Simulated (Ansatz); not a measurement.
**Ru: energy and stress against strain**

Aim: for Ru, strain the cell along the Voigt pattern (1, -1, 0, 0, 0, 0).

Method: DFT PBEsol, scalar-relativistic, plane waves, PAW, in Ansatz 0.2.0.

## (1) Starting point

Symmetry: P6_3/mmc, No. 194, hexagonal system. Conventional cell: a = 2.706 Å, b = 2.706 Å, c = 4.282 Å, α = 90.00°, β = 90.00°, γ = 120.00°. Ru (site symmetry -6m2) has 12 Ru at 2.65 to 2.71 Å in its first shell of neighbours.

Coordinates:

```cif
data_structure
_symmetry_space_group_name_H-M 'P6_3/mmc'
_symmetry_Int_Tables_number 194
_cell_length_a 2.7058
_cell_length_b 2.7058
_cell_length_c 4.2819
_cell_angle_alpha 90.000
_cell_angle_beta 90.000
_cell_angle_gamma 120.000
_cell_volume 27.15
loop_
_atom_site_label
_atom_site_type_symbol
_atom_site_symmetry_multiplicity
_atom_site_Wyckoff_symbol
_atom_site_fract_x
_atom_site_fract_y
_atom_site_fract_z
_atom_site_occupancy
Ru1 Ru 2 c 0.33333 0.66667 0.25000 1
```

No relaxation comes first: the listed cell is the starting point.

## (2) Zero of energy

Reference values: F = -11633.0065 eV; pressure -6.26 GPa; largest force 0.000 eV/Å; gap on the mesh none (metal). It was computed beforehand with the settings of the runs below.

## (3) The scan: energy and stress against strain

The cell is strained by ε times the Voigt pattern (1, -1, 0, 0, 0, 0) (xx, yy, zz, yz, xz, xy; engineering shear), with fractional coordinates fixed (clamped ions). The stress on the pattern is the sum of the stress components weighted by it, tension positive.

## (4) ε = -0.1500

input.yaml

```yaml
crystal:
  lattice:
    - [2.2999294341, 0.0, 0.0]
    - [-1.149964717, 2.6947846051, 0.0]
    - [0.0, 0.0, 4.2819]
  atoms:
    - { symbol: Ru, position: [0.3333333333, 0.6666666667, 0.25] }
    - { symbol: Ru, position: [0.6666666667, 0.3333333333, 0.75] }
basis:
  ecutwfc: 420
kpoints:
  mp_grid: { grid: [24, 24, 12] }
hamiltonian:
  xc: pbesol
scf:
  occupations: { method: gaussian, width: 0.15 }
output:
  forces: true
  stress: true
  eigenvalues: true
```

The run is started by

```console
> ansatz run input.yaml --threads 1 --pin off --max-ram 2560MiB --backend cpu --events-out ev --progress --plain --runs-dir out
```

## (5) ε = 0.1125

Changes to input.yaml since step 4:

```diff
@@ -2,4 +2,4 @@
   lattice:
-    - [2.2999294341, 0.0, 0.0]
-    - [-1.149964717, 2.6947846051, 0.0]
+    - [3.0102017593, 0.0, 0.0]
+    - [-1.5051008797, 2.0796707279, 0.0]
     - [0.0, 0.0, 4.2819]
```

## (6) ε = -0.0750

Changes to input.yaml since step 5:

```diff
@@ -2,4 +2,4 @@
   lattice:
-    - [3.0102017593, 0.0, 0.0]
-    - [-1.5051008797, 2.0796707279, 0.0]
+    - [2.5028643842, 0.0, 0.0]
+    - [-1.2514321921, 2.5190377831, 0.0]
     - [0.0, 0.0, 4.2819]
```

## (7) Point ε = 0.0375

Changes to input.yaml since step 6:

```diff
@@ -2,4 +2,4 @@
   lattice:
-    - [2.5028643842, 0.0, 0.0]
-    - [-1.2514321921, 2.5190377831, 0.0]
+    - [2.8072668093, 0.0, 0.0]
+    - [-1.4036334046, 2.2554175499, 0.0]
     - [0.0, 0.0, 4.2819]
```

## (8) ε = 0.1500

Changes to input.yaml since step 7:

```diff
@@ -2,4 +2,4 @@
   lattice:
-    - [2.8072668093, 0.0, 0.0]
-    - [-1.4036334046, 2.2554175499, 0.0]
+    - [3.1116692344, 0.0, 0.0]
+    - [-1.5558346172, 1.9917973168, 0.0]
     - [0.0, 0.0, 4.2819]
```

## (9) At ε = -0.1125

Changes to input.yaml since step 8:

```diff
@@ -2,4 +2,4 @@
   lattice:
-    - [3.1116692344, 0.0, 0.0]
-    - [-1.5558346172, 1.9917973168, 0.0]
+    - [2.4013969091, 0.0, 0.0]
+    - [-1.2006984546, 2.6069111941, 0.0]
     - [0.0, 0.0, 4.2819]
@@ -20 +20,5 @@
   eigenvalues: true
+  write_density: true
+  write_potential: true
+  elf: true
+  volumetric_format: npy
```

## (10) Point ε = 0.0750

Changes to input.yaml since step 9:

```diff
@@ -2,4 +2,4 @@
   lattice:
-    - [2.4013969091, 0.0, 0.0]
-    - [-1.2006984546, 2.6069111941, 0.0]
+    - [2.9087342843, 0.0, 0.0]
+    - [-1.4543671421, 2.1675441389, 0.0]
     - [0.0, 0.0, 4.2819]
@@ -20,5 +20 @@
   eigenvalues: true
-  write_density: true
-  write_potential: true
-  elf: true
-  volumetric_format: npy
```

(Steps that only read results are left out.)

What does the calculation give? Wanted: slope of the stress at ε = 0, from the points at -0.0750, 0 and 0.0375.

**Answer**, as computed:

| quantity | value |
| --- | --- |
| slope of the stress at ε = 0, from the points at -0.0750, 0 and 0.0375 | 810 GPa |

**Reading.** The slope of the stress at zero strain, 810 GPa, estimates C11 + C22 − 2 C12 with clamped ions in this Cartesian frame; letting the atoms relax could not make it stiffer. The step is wide, so higher orders mix in. The reference stands under -6.3 GPa, so this is no zero-stress constant. No sampled point lies below the undisturbed cell. The stress peaks at 60.9 GPa near ε = 0.113 and falls beyond it: the ideal strength along this path with clamped ions.
